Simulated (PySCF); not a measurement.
# RuO₄: NMR shieldings

Aim: compute the NMR shieldings of RuO₄ (`[O]=[Ru](=[O])(=[O])=[O]`).

Computed with PySCF 2.14.0 and routines of our own; the level stands in each step. Atoms count from 0.

## 1. The system as given

5 atoms, charge 0, multiplicity 1; geometry from: GFN2-xTB.

## 2. Geometry optimisation at PBE0-D3(BJ)/def2-SVP

What the job is given:

```
{"job": {"xc": "PBE0", "basis": "def2-SVP", "d3": "d3bj", "grid": 1, "maxiter": 30, "kind": "geom"}, "charge": 0, "multiplicity": 1}
Ru     0.000040     0.000090     0.000170
O      0.009950    -0.016970     1.603950
O      1.508730     0.009700    -0.544120
O     -0.763100     1.312900    -0.516050
O     -0.755630    -1.305720    -0.543950
```

Started as:

```sh
OMP_NUM_THREADS=1 python heavy_run.py task.json out
```

The driver reads the jobs from task.json and runs them one after another.

Standard output:

```text
step   0  E = -395.10973731  max force = 0.082919
step   1  E = -395.12445420  max force = 0.029134
step   2  E = -395.12739415  max force = 0.005200
step   3  E = -395.12747679  max force = 0.000443
step   4  E = -395.12747852  max force = 0.000050
optimisation converged
```

It took 17 s on 1 thread of Arm Neoverse V2, shared host; peak memory 0.34 GiB.

The steps of the relaxation:

| step | energy from step 0 (eV) | largest force component (eV/Å) |
| --- | --- | --- |
| 0 | 0.0000 | 4.2639 |
| 1 | -0.4005 | 1.4981 |
| 2 | -0.4805 | 0.2674 |
| 3 | -0.4827 | 0.0228 |
| 4 | -0.4828 | 0.0026 |

Distances of close pairs at the start and the end, largest changes first:

| bond | before (Å) | after (Å) | change (Å) |
| --- | --- | --- | --- |
| Ru0–O3 | 1.604 | 1.664 | +0.060 |
| Ru0–O4 | 1.604 | 1.664 | +0.060 |
| Ru0–O1 | 1.604 | 1.664 | +0.060 |
| Ru0–O2 | 1.604 | 1.663 | +0.059 |

The next job starts from the end point, and lists it.

| at the end point | value |
| --- | --- |
| point group (found at 0.08 Å tolerance) | Td |
| rotational constants (GHz, main isotopes) | 4.283, 4.282, 4.278 |
| dipole moment (D) | 0.00 |

## 3. NMR shieldings: PBE0/pcJ-1 Ru:dyall-v2z, spin–orbit

What the job is given:

```
{"job": {"xc": "PBE0", "basis": {"default": "pcJ-1", "Ru": "dyall-v2z"}, "rel": "so", "kind": "hnmr"}, "charge": 0, "multiplicity": 1}
Ru    -0.000500     0.000023     0.000096
O      0.020388    -0.015560     1.663579
O      1.561104     0.007353    -0.572033
O     -0.792340     1.362765    -0.533094
O     -0.788662    -1.354581    -0.558548
```

Method: PBE0/pcJ-1 Ru:dyall-v2z GIAO NMR shielding, X2C with spin-orbit coupling, screened-nuclear two-electron part, Gaussian nuclei, gas phase.

Standard output:

```text
spin-free SCF
coarse grid: 28808 points
cycle   1  E = -4826.8463446807  dE =  3.954e+00  |g| = 4.569e+00  |ddm| = 2.484e+00
cycle   2  E = -4806.8651287509  dE =  1.998e+01  |g| = 1.363e+01  |ddm| = 1.027e+01
cycle   3  E = -4825.6109792740  dE = -1.875e+01  |g| = 5.985e+00  |ddm| = 7.485e+00
cycle   4  E = -4827.5510511955  dE = -1.940e+00  |g| = 4.228e+00  |ddm| = 2.326e+00
cycle   5  E = -4829.7366318118  dE = -2.186e+00  |g| = 2.604e+00  |ddm| = 2.077e+00
cycle   6  E = -4830.6312397926  dE = -8.946e-01  |g| = 1.102e+00  |ddm| = 1.074e+00
cycle   7  E = -4830.5514786962  dE =  7.976e-02  |g| = 1.257e+00  |ddm| = 9.774e-01
cycle   8  E = -4830.8460190282  dE = -2.945e-01  |g| = 1.244e-01  |ddm| = 5.664e-01
cycle   9  E = -4830.8310292829  dE =  1.499e-02  |g| = 3.055e-01  |ddm| = 1.932e-01
cycle  10  E = -4830.8489700768  dE = -1.794e-02  |g| = 1.748e-02  |ddm| = 1.379e-01
cycle  11  E = -4830.8490115762  dE = -4.150e-05  |g| = 5.993e-03  |ddm| = 6.920e-03
cycle  12  E = -4830.8490183821  dE = -6.806e-06  |g| = 1.298e-03  |ddm| = 2.937e-03
final grid: 59056 points
cycle  13  E = -4830.8486465644  dE =  4.262e-06  |g| = 5.416e-03  |ddm| = 3.081e-03
cycle  14  E = -4830.8485443104  dE =  1.023e-04  |g| = 2.371e-02  |ddm| = 1.311e-02
cycle  15  E = -4830.8486521085  dE = -1.078e-04  |g| = 2.140e-04  |ddm| = 1.070e-02
cycle  16  E = -4830.8486520726  dE =  3.590e-08  |g| = 5.553e-04  |ddm| = 2.589e-04
cycle  17  E = -4830.8486521144  dE = -4.182e-08  |g| = 7.658e-05  |ddm| = 2.040e-04
cycle  18  E = -4830.8486521150  dE = -5.784e-10  |g| = 3.660e-05  |ddm| = 3.922e-05
converged SCF energy = -4830.8486521150
two-component SCF
cycle   1  E = -4830.5578990839  dE = -4.831e+03  |FDS-SDF| = 5.797e+01
cycle   2  E = -4831.2053636781  dE = -6.475e-01  |FDS-SDF| = 2.099e-01
cycle   3  E = -4831.2057118135  dE = -3.481e-04  |FDS-SDF| = 9.069e-03
cycle   4  E = -4831.2057336045  dE = -2.179e-05  |FDS-SDF| = 1.064e-02
cycle   5  E = -4831.2057452866  dE = -1.168e-05  |FDS-SDF| = 5.530e-03
cycle   6  E = -4831.2057531684  dE = -7.882e-06  |FDS-SDF| = 1.877e-03
cycle   7  E = -4831.2057550649  dE = -1.896e-06  |FDS-SDF| = 3.083e-04
cycle   8  E = -4831.2057551571  dE = -9.224e-08  |FDS-SDF| = 1.380e-04
cycle   9  E = -4831.2057551697  dE = -1.256e-08  |FDS-SDF| = 1.203e-04
cycle  10  E = -4831.2057551751  dE = -5.442e-09  |FDS-SDF| = 7.816e-05
converged, E = -4831.2057551751

Field gradients (au) and densities at the nuclei (bohr^-3)
atom        Vxx        Vyy        Vzz        centre      nuclear mean
  0 Ru    -0.0045    -0.0052     0.0097     108442.166     106453.896
  1 O     -0.2746    -0.2753     0.5499        311.956        311.946
  2 O     -0.2742    -0.2750     0.5492        311.956        311.946
  3 O     -0.2741    -0.2759     0.5500        311.956        311.946
  4 O     -0.2741    -0.2759     0.5500        311.956        311.946
without picture change
  0 Ru                           0.0102                    215529.915

Core orbital energies (eV)
atom   shell        mean    spread
  0 Ru 1s       -21993.167   0.000
  0 Ru 2s        -3190.268   0.000
  0 Ru 3s         -577.863   0.000
  0 Ru 4s          -89.127   0.000
  0 Ru 2p1/2     -2945.791   0.000
  0 Ru 2p3/2     -2815.161   0.000
  0 Ru 3p1/2      -482.766   0.000
  0 Ru 3p3/2      -460.295   0.000
  0 Ru 4p1/2       -60.163   0.000
  0 Ru 4p3/2       -56.702   0.001
  0 Ru 3d3/2      -292.347   0.000
  0 Ru 3d5/2      -288.048   0.001

Shielding tensors (ppm)
atom      isotropic    diamagn.    paramagn.     s11        s22        s33       span
  0 Ru    -1829.45     4005.38    -5834.83   -1834.15   -1827.73   -1826.47       7.68
  1 O      -858.80      399.72    -1258.52   -1178.08    -699.93    -698.41     479.67
  2 O      -857.39      399.71    -1257.10   -1177.14    -697.57    -697.46     479.69
  3 O      -859.13      399.72    -1258.85   -1178.30    -700.56    -698.53     479.78
  4 O      -859.12      399.72    -1258.84   -1178.38    -700.49    -698.48     479.90
```

Run time: 2.6 min. Hardware: 1 thread of Arm Neoverse V2, shared host; peak memory 1.2 GiB.

From this job:

| quantity | value |
| --- | --- |
| energy from spin-orbit coupling | -0.3571 Eh |

## 4. NMR shieldings: PBE0/pcJ-1 Ru:dyall-v2z, spin–orbit

What the job is given:

```
{"job": {"xc": "PBE0", "basis": {"default": "pcJ-1", "Ru": "dyall-v2z"}, "rel": "so", "snso": false, "kind": "hnmr"}, "charge": 0, "multiplicity": 1}
Ru    -0.000500     0.000023     0.000096
O      0.020388    -0.015560     1.663579
O      1.561104     0.007353    -0.572033
O     -0.792340     1.362765    -0.533094
O     -0.788662    -1.354581    -0.558548
```

With the program's defaults for keys left out, this is: PBE0/pcJ-1 Ru:dyall-v2z GIAO NMR shielding, X2C with spin-orbit coupling, one-electron part alone, Gaussian nuclei, gas phase.

Standard output:

```text
spin-free SCF
coarse grid: 28808 points
cycle   1  E = -4826.8463446807  dE =  3.954e+00  |g| = 4.569e+00  |ddm| = 2.484e+00
cycle   2  E = -4806.8651287509  dE =  1.998e+01  |g| = 1.363e+01  |ddm| = 1.027e+01
cycle   3  E = -4825.6109792740  dE = -1.875e+01  |g| = 5.985e+00  |ddm| = 7.485e+00
cycle   4  E = -4827.5510511955  dE = -1.940e+00  |g| = 4.228e+00  |ddm| = 2.326e+00
cycle   5  E = -4829.7366318118  dE = -2.186e+00  |g| = 2.604e+00  |ddm| = 2.077e+00
cycle   6  E = -4830.6312397926  dE = -8.946e-01  |g| = 1.102e+00  |ddm| = 1.074e+00
cycle   7  E = -4830.5514786962  dE =  7.976e-02  |g| = 1.257e+00  |ddm| = 9.774e-01
cycle   8  E = -4830.8460190282  dE = -2.945e-01  |g| = 1.244e-01  |ddm| = 5.664e-01
cycle   9  E = -4830.8310292829  dE =  1.499e-02  |g| = 3.055e-01  |ddm| = 1.932e-01
cycle  10  E = -4830.8489700768  dE = -1.794e-02  |g| = 1.748e-02  |ddm| = 1.379e-01
cycle  11  E = -4830.8490115762  dE = -4.150e-05  |g| = 5.993e-03  |ddm| = 6.920e-03
cycle  12  E = -4830.8490183821  dE = -6.806e-06  |g| = 1.298e-03  |ddm| = 2.937e-03
final grid: 59056 points
cycle  13  E = -4830.8486465644  dE =  4.262e-06  |g| = 5.416e-03  |ddm| = 3.081e-03
cycle  14  E = -4830.8485443104  dE =  1.023e-04  |g| = 2.371e-02  |ddm| = 1.311e-02
cycle  15  E = -4830.8486521085  dE = -1.078e-04  |g| = 2.140e-04  |ddm| = 1.070e-02
cycle  16  E = -4830.8486520726  dE =  3.590e-08  |g| = 5.553e-04  |ddm| = 2.589e-04
cycle  17  E = -4830.8486521144  dE = -4.182e-08  |g| = 7.658e-05  |ddm| = 2.040e-04
cycle  18  E = -4830.8486521150  dE = -5.784e-10  |g| = 3.660e-05  |ddm| = 3.922e-05
converged SCF energy = -4830.8486521150
two-component SCF
cycle   1  E = -4830.5287107811  dE = -4.831e+03  |FDS-SDF| = 6.066e+01
cycle   2  E = -4831.2429108006  dE = -7.142e-01  |FDS-SDF| = 2.210e-01
cycle   3  E = -4831.2433599445  dE = -4.491e-04  |FDS-SDF| = 1.081e-02
cycle   4  E = -4831.2433938955  dE = -3.395e-05  |FDS-SDF| = 1.337e-02
cycle   5  E = -4831.2434134263  dE = -1.953e-05  |FDS-SDF| = 6.474e-03
cycle   6  E = -4831.2434255907  dE = -1.216e-05  |FDS-SDF| = 2.333e-03
cycle   7  E = -4831.2434284591  dE = -2.868e-06  |FDS-SDF| = 3.647e-04
cycle   8  E = -4831.2434285958  dE = -1.367e-07  |FDS-SDF| = 1.653e-04
cycle   9  E = -4831.2434286193  dE = -2.346e-08  |FDS-SDF| = 1.322e-04
cycle  10  E = -4831.2434286269  dE = -7.632e-09  |FDS-SDF| = 1.137e-04
cycle  11  E = -4831.2434286326  dE = -5.651e-09  |FDS-SDF| = 1.336e-05
converged, E = -4831.2434286326

Field gradients (au) and densities at the nuclei (bohr^-3)
atom        Vxx        Vyy        Vzz        centre      nuclear mean
  0 Ru    -0.0045    -0.0052     0.0097     108443.624     106455.359
  1 O     -0.2749    -0.2757     0.5506        311.956        311.946
  2 O     -0.2746    -0.2754     0.5500        311.956        311.946
  3 O     -0.2744    -0.2763     0.5507        311.956        311.946
  4 O     -0.2744    -0.2763     0.5507        311.956        311.946
without picture change
  0 Ru                           0.0102                    215529.464

Core orbital energies (eV)
atom   shell        mean    spread
  0 Ru 1s       -21993.094   0.000
  0 Ru 2s        -3190.247   0.000
  0 Ru 3s         -577.857   0.000
  0 Ru 4s          -89.124   0.000
  0 Ru 2p1/2     -2950.129   0.000
  0 Ru 2p3/2     -2813.155   0.000
  0 Ru 3p1/2      -483.506   0.000
  0 Ru 3p3/2      -459.949   0.000
  0 Ru 4p1/2       -60.283   0.000
  0 Ru 4p3/2       -56.645   0.001
  0 Ru 3d3/2      -293.108   0.000
  0 Ru 3d5/2      -287.542   0.001

Shielding tensors (ppm)
atom      isotropic    diamagn.    paramagn.     s11        s22        s33       span
  0 Ru    -1836.09     4005.79    -5841.88   -1840.79   -1834.40   -1833.08       7.71
  1 O      -852.25      399.74    -1251.99   -1168.60    -694.81    -693.33     475.27
  2 O      -850.90      399.74    -1250.64   -1167.77    -692.52    -692.40     475.37
  3 O      -852.62      399.74    -1252.36   -1168.90    -695.46    -693.48     475.42
  4 O      -852.52      399.74    -1252.26   -1168.84    -695.36    -693.36     475.48
```

It took 2.7 min on 1 thread of Arm Neoverse V2, shared host; peak memory 1.2 GiB.

In short:

| quantity | value |
| --- | --- |
| energy from spin-orbit coupling | -0.3948 Eh |

## 5. NMR shieldings: PBE0/pcJ-1 Ru:dyall-v2z, spin-free

What the job is given:

```
{"job": {"xc": "PBE0", "basis": {"default": "pcJ-1", "Ru": "dyall-v2z"}, "rel": "sf", "kind": "hnmr"}, "charge": 0, "multiplicity": 1}
Ru    -0.000500     0.000023     0.000096
O      0.020388    -0.015560     1.663579
O      1.561104     0.007353    -0.572033
O     -0.792340     1.362765    -0.533094
O     -0.788662    -1.354581    -0.558548
```

Level: PBE0/pcJ-1 Ru:dyall-v2z GIAO NMR shielding, spin-free X2C, Gaussian nuclei, gas phase.

Standard output:

```text
spin-free SCF
coarse grid: 28808 points
cycle   1  E = -4826.8463446807  dE =  3.954e+00  |g| = 4.569e+00  |ddm| = 2.484e+00
cycle   2  E = -4806.8651287509  dE =  1.998e+01  |g| = 1.363e+01  |ddm| = 1.027e+01
cycle   3  E = -4825.6109792740  dE = -1.875e+01  |g| = 5.985e+00  |ddm| = 7.485e+00
cycle   4  E = -4827.5510511955  dE = -1.940e+00  |g| = 4.228e+00  |ddm| = 2.326e+00
cycle   5  E = -4829.7366318118  dE = -2.186e+00  |g| = 2.604e+00  |ddm| = 2.077e+00
cycle   6  E = -4830.6312397926  dE = -8.946e-01  |g| = 1.102e+00  |ddm| = 1.074e+00
cycle   7  E = -4830.5514786962  dE =  7.976e-02  |g| = 1.257e+00  |ddm| = 9.774e-01
cycle   8  E = -4830.8460190282  dE = -2.945e-01  |g| = 1.244e-01  |ddm| = 5.664e-01
cycle   9  E = -4830.8310292829  dE =  1.499e-02  |g| = 3.055e-01  |ddm| = 1.932e-01
cycle  10  E = -4830.8489700768  dE = -1.794e-02  |g| = 1.748e-02  |ddm| = 1.379e-01
cycle  11  E = -4830.8490115762  dE = -4.150e-05  |g| = 5.993e-03  |ddm| = 6.920e-03
cycle  12  E = -4830.8490183821  dE = -6.806e-06  |g| = 1.298e-03  |ddm| = 2.937e-03
final grid: 59056 points
cycle  13  E = -4830.8486465644  dE =  4.262e-06  |g| = 5.416e-03  |ddm| = 3.081e-03
cycle  14  E = -4830.8485443104  dE =  1.023e-04  |g| = 2.371e-02  |ddm| = 1.311e-02
cycle  15  E = -4830.8486521085  dE = -1.078e-04  |g| = 2.140e-04  |ddm| = 1.070e-02
cycle  16  E = -4830.8486520726  dE =  3.590e-08  |g| = 5.553e-04  |ddm| = 2.589e-04
cycle  17  E = -4830.8486521144  dE = -4.182e-08  |g| = 7.658e-05  |ddm| = 2.040e-04
cycle  18  E = -4830.8486521150  dE = -5.784e-10  |g| = 3.660e-05  |ddm| = 3.922e-05
converged SCF energy = -4830.8486521150
check of the scalar solution
cycle   1  E = -4830.8486521150  dE = -4.831e+03  |FDS-SDF| = 3.660e-05
cycle   2  E = -4830.8486521135  dE =  1.443e-09  |FDS-SDF| = 9.986e-05
cycle   3  E = -4830.8486521152  dE = -1.696e-09  |FDS-SDF| = 2.925e-06
converged, E = -4830.8486521152

Field gradients (au) and densities at the nuclei (bohr^-3)
atom        Vxx        Vyy        Vzz        centre      nuclear mean
  0 Ru    -0.0045    -0.0052     0.0097     108412.794     106424.490
  1 O     -0.2739    -0.2746     0.5484        311.956        311.946
  2 O     -0.2735    -0.2743     0.5478        311.956        311.946
  3 O     -0.2733    -0.2752     0.5486        311.956        311.946
  4 O     -0.2733    -0.2752     0.5485        311.956        311.946
without picture change
  0 Ru                           0.0102                    215534.089

Core orbital energies (eV)
atom   shell        mean    spread
  0 Ru 1s       -21993.805   0.000
  0 Ru 2s        -3190.408   0.000
  0 Ru 3s         -577.902   0.000
  0 Ru 4s          -89.135   0.000
  0 Ru 2p        -2857.521   0.000
  0 Ru 3p         -467.594   0.000
  0 Ru 4p          -57.824   0.002
  0 Ru 3d         -289.784   0.002

Shielding tensors (ppm)
atom      isotropic    diamagn.    paramagn.     s11        s22        s33       span
  0 Ru    -2345.92     4289.19    -6635.11   -2350.42   -2344.28   -2343.08       7.34
  1 O      -872.86      401.93    -1274.79   -1215.93    -702.08    -700.56     515.37
  2 O      -871.45      401.93    -1273.37   -1215.00    -699.72    -699.62     515.38
  3 O      -873.24      401.93    -1275.18   -1216.26    -702.74    -700.74     515.52
  4 O      -873.14      401.93    -1275.07   -1216.19    -702.63    -700.61     515.58
```

Wall time 47 s (1 thread of Arm Neoverse V2, shared host); peak memory 1.1 GiB.

## 6. NMR shieldings: PBE0/pcJ-1 Ru:dyall-v2z, spin-free

What the job is given:

```
{"job": {"xc": "PBE0", "basis": {"default": "pcJ-1", "Ru": "dyall-v2z"}, "rel": "sf", "two": true, "kind": "hnmr"}, "charge": 0, "multiplicity": 1}
Ru    -0.000500     0.000023     0.000096
O      0.020388    -0.015560     1.663579
O      1.561104     0.007353    -0.572033
O     -0.792340     1.362765    -0.533094
O     -0.788662    -1.354581    -0.558548
```

Level: PBE0/pcJ-1 Ru:dyall-v2z GIAO NMR shielding, X2C without spin-orbit coupling but with the spin-dependent field terms, Gaussian nuclei, gas phase.

Standard output:

```text
spin-free SCF
coarse grid: 28808 points
cycle   1  E = -4826.8463446807  dE =  3.954e+00  |g| = 4.569e+00  |ddm| = 2.484e+00
cycle   2  E = -4806.8651287509  dE =  1.998e+01  |g| = 1.363e+01  |ddm| = 1.027e+01
cycle   3  E = -4825.6109792740  dE = -1.875e+01  |g| = 5.985e+00  |ddm| = 7.485e+00
cycle   4  E = -4827.5510511955  dE = -1.940e+00  |g| = 4.228e+00  |ddm| = 2.326e+00
cycle   5  E = -4829.7366318118  dE = -2.186e+00  |g| = 2.604e+00  |ddm| = 2.077e+00
cycle   6  E = -4830.6312397926  dE = -8.946e-01  |g| = 1.102e+00  |ddm| = 1.074e+00
cycle   7  E = -4830.5514786962  dE =  7.976e-02  |g| = 1.257e+00  |ddm| = 9.774e-01
cycle   8  E = -4830.8460190282  dE = -2.945e-01  |g| = 1.244e-01  |ddm| = 5.664e-01
cycle   9  E = -4830.8310292829  dE =  1.499e-02  |g| = 3.055e-01  |ddm| = 1.932e-01
cycle  10  E = -4830.8489700768  dE = -1.794e-02  |g| = 1.748e-02  |ddm| = 1.379e-01
cycle  11  E = -4830.8490115762  dE = -4.150e-05  |g| = 5.993e-03  |ddm| = 6.920e-03
cycle  12  E = -4830.8490183821  dE = -6.806e-06  |g| = 1.298e-03  |ddm| = 2.937e-03
final grid: 59056 points
cycle  13  E = -4830.8486465644  dE =  4.262e-06  |g| = 5.416e-03  |ddm| = 3.081e-03
cycle  14  E = -4830.8485443104  dE =  1.023e-04  |g| = 2.371e-02  |ddm| = 1.311e-02
cycle  15  E = -4830.8486521085  dE = -1.078e-04  |g| = 2.140e-04  |ddm| = 1.070e-02
cycle  16  E = -4830.8486520726  dE =  3.590e-08  |g| = 5.553e-04  |ddm| = 2.589e-04
cycle  17  E = -4830.8486521144  dE = -4.182e-08  |g| = 7.658e-05  |ddm| = 2.040e-04
cycle  18  E = -4830.8486521150  dE = -5.784e-10  |g| = 3.660e-05  |ddm| = 3.922e-05
converged SCF energy = -4830.8486521150
two-component SCF
cycle   1  E = -4830.8486521149  dE = -4.831e+03  |FDS-SDF| = 3.660e-05
cycle   2  E = -4830.8486521134  dE =  1.466e-09  |FDS-SDF| = 9.986e-05
cycle   3  E = -4830.8486521151  dE = -1.712e-09  |FDS-SDF| = 2.925e-06
converged, E = -4830.8486521151

Field gradients (au) and densities at the nuclei (bohr^-3)
atom        Vxx        Vyy        Vzz        centre      nuclear mean
  0 Ru    -0.0045    -0.0052     0.0097     108412.794     106424.490
  1 O     -0.2739    -0.2746     0.5484        311.956        311.946
  2 O     -0.2735    -0.2743     0.5478        311.956        311.946
  3 O     -0.2733    -0.2752     0.5486        311.956        311.946
  4 O     -0.2733    -0.2752     0.5485        311.956        311.946
without picture change
  0 Ru                           0.0102                    215534.089

Core orbital energies (eV)
atom   shell        mean    spread
  0 Ru 1s       -21993.805   0.000
  0 Ru 2s        -3190.408   0.000
  0 Ru 3s         -577.902   0.000
  0 Ru 4s          -89.135   0.000
  0 Ru 2p1/2     -2857.521   0.000
  0 Ru 2p3/2     -2857.521   0.000
  0 Ru 3p1/2      -467.594   0.000
  0 Ru 3p3/2      -467.594   0.000
  0 Ru 4p1/2       -57.825   0.000
  0 Ru 4p3/2       -57.823   0.001
  0 Ru 3d3/2      -289.785   0.000
  0 Ru 3d5/2      -289.784   0.002

Shielding tensors (ppm)
atom      isotropic    diamagn.    paramagn.     s11        s22        s33       span
  0 Ru    -1789.05     3999.03    -5788.08   -1793.54   -1787.40   -1786.21       7.33
  1 O      -869.74      399.73    -1269.47   -1212.94    -698.90    -697.38     515.56
  2 O      -868.33      399.72    -1268.05   -1212.01    -696.54    -696.44     515.58
  3 O      -870.12      399.73    -1269.85   -1213.27    -699.55    -697.55     515.72
  4 O      -870.02      399.73    -1269.75   -1213.20    -699.44    -697.42     515.78
```

It took 2 min on 1 thread of Arm Neoverse V2, shared host; peak memory 1.3 GiB.

[end of part 1 of 2]
